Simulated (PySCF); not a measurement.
# ErHO2 (Er(O)(OH)): the cost of one run

The runs use PySCF 2.14.0; PBE0, Er lcecp-1-SVP with ECP57, O def2-SVP, H def2-SVP; scalar-relativistic core potentials, no spin–orbit coupling.

1 further run of the same task is left out (for a known fault of the program).

**1. The system as given**

4 atoms, charge 0, spin multiplicity 1.

Bond lengths: Er1–O2 1.793 Å, Er1–O3 2.132 Å, O3–H4 0.966 Å. Angles: O2–Er1–O3 131.8°, Er1–O3–H4 158.8°.

As a file:

```mol
ErHO2
  3D, bonds by distance, orders not assigned

  4  3  0  0  0  0  0  0  0  0999 V2000
    0.0000    0.0000    0.0000 Er  0  0
    1.6363    0.0000    0.7323 O   0  0
   -1.9458    0.0000    0.8708 O   0  0
   -2.9054    0.0906    0.9299 H   0  0
  1  2  8  0
  1  3  8  0
  3  4  8  0
M  END
```

Formal oxidation states: Er +3. Each metal's 11 4f electrons lie in its core potential, so multiplicities, spins and levels count the valence alone.

**2. SCF at the start, singlet**

run.py (the lines that set the calculation)

```python
mol = gto.M(atom='''
Er     0.00000     0.00000     0.00000
O      1.63630     0.00000     0.73230
O     -1.94580     0.00000     0.87080
H     -2.90540     0.09060     0.92990''',
    basis={'Er': 'lcecp-1-SVP', 'O': 'def2-SVP', 'H': 'def2-SVP'},
    ecp={'Er': 'lcecp-1-SVP'},
    charge=0, spin=0)
mf = dft.RKS(mol, xc='PBE0')
mf.grids.atom_grid = (50, 194)  # f atoms: unpruned, at least (60, 302)
mf = mf.density_fit()  # fitting sets: Er AutoAux, O def2-universal-JKFIT, H def2-universal-JKFIT
mf.conv_tol = 1e-08; mf.max_cycle = 55
mf.kernel(dm0)  # dm0: free metal ions and neutral atoms
```

The run is started by

```bash
> OMP_NUM_THREADS=2 python run.py
```

**Question.** How long does this run take on 2 threads of Arm Neoverse V1, shared host, and how much memory does it need?

About 2.6 s, with a peak of 0.35 GiB.
